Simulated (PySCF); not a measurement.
# [EuH3(NH3)]−: other functionals and bases at one geometry

The task here is to estimate one member of a computed series from the others.

Computed with PySCF 2.14.0. Level: several levels, as the steps say, no spin–orbit coupling.

1 further run of the same task is left out (for a known fault of the program).

**The system as given**

8 atoms, charge -1, spin multiplicity 1.

Bond lengths: Eu1–H2 2.339 Å, Eu1–H3 2.423 Å, Eu1–H4 2.338 Å, Eu1–N5 2.715 Å, Eu1–H8 2.618 Å, N5–H6 1.019 Å, N5–H7 1.019 Å, N5–H8 1.051 Å. Angles: H2–Eu1–H3 118.4°, H2–Eu1–H4 120.4°, H2–Eu1–N5 110.1°, H2–Eu1–H8 117.1°, H3–Eu1–H4 118.6°, H3–Eu1–N5 63.0°, H3–Eu1–H8 40.3°, H4–Eu1–N5 109.7°, H4–Eu1–H8 116.9°, N5–Eu1–H8 22.6°, Eu1–N5–H6 125.7°, Eu1–N5–H7 124.5°, Eu1–N5–H8 73.5°, H6–N5–H7 107.4°, H6–N5–H8 107.5°, H7–N5–H8 107.4°, Eu1–H8–N5 83.9°.

Geometry (Å):

```xyz
8
EuH6N
Eu    0.3385   -0.0402   -0.0767
H     1.3376    1.1745    1.6542
H    -1.9937   -0.6591    0.1457
H     1.6558   -1.1862   -1.6318
N    -1.4774    1.5055   -1.3755
H    -1.8314    2.4050   -1.0535
H    -1.6912    1.4323   -2.3695
H    -2.0229    0.7552   -0.8810
```

Formal oxidation states: Eu +2. Each metal's 7 4f electrons lie in its core potential, so multiplicities, spins and levels count the valence alone. An earlier session relaxed this geometry at PBE0, Eu lcecp-0-SVP with ECP53, H def2-SVP, N def2-SVP (singlet, point group C1).

At PBE0 on the finer grid: E = -87.569487 Eh, frontier levels not given, since the 4f levels lie in the core, Mulliken charge on Eu1 -0.12 e, largest force component 0.013 eV/Å. 

Levels to run: r2SCAN; TPSS; PBE0, TZVP. Hardware: 2 threads of Intel Xeon Platinum 8259CL at 2.50GHz (Skylake/Cascade Lake), shared host.

Set-up of the first run:

The input, run.py (the lines that set the calculation):

```python
mol = gto.M(atom='''
Eu     0.33848    -0.04016    -0.07672
H      1.33759     1.17452     1.65420
H     -1.99370    -0.65907     0.14575
H      1.65583    -1.18621    -1.63175
N     -1.47744     1.50547    -1.37550
H     -1.83141     2.40503    -1.05354
H     -1.69116     1.43225    -2.36945
H     -2.02291     0.75524    -0.88098''',
    basis={'Eu': 'lcecp-0-SVP', 'H': 'def2-SVP', 'N': 'def2-SVP'},
    ecp={'Eu': 'lcecp-0-SVP'},
    charge=-1, spin=0)
mf = dft.RKS(mol, xc='R2SCAN')
mf.grids.atom_grid = (75, 302)  # f atoms: unpruned, at least (60, 302)
mf = mf.density_fit()  # fitting sets: Eu AutoAux, H def2-universal-JKFIT, N def2-universal-JKFIT
mf.conv_tol = 1e-08; mf.max_cycle = 55
mf.kernel(dm0)  # dm0: the density of the relaxed state
```

Launch:

```console
> OMP_NUM_THREADS=2 python run.py
```

Steps of the session up to this table: r2SCAN; TPSS; PBE0, TZVP.

One table of the session follows, with a row left open; its other results are not shown here.

```
              level  dipole (D)  largest force component (eV/Å)
PBE0 (relaxed here)        4.82                            0.01
             r2SCAN        4.79                            0.20
               TPSS        4.78                            0.38
         PBE0, TZVP           ?                               ?
```

Q: Estimate the row for PBE0, TZVP from the others.

**Answer.** dipole (D): 4.47; largest force component (eV/Å): 0.35. In the column «dipole (D)» it is the lowest.

The dipole of a charged species depends on the origin, so these sizes hold for this origin alone.

The largest leftover force, 0.38 eV/Å with TPSS, stands at a geometry relaxed at another level. With 4f in the core, its levels are missing from HOMO and gap, and its count is fixed, so no charge can pass from the ligands into it. Total energies of different levels can't be compared.
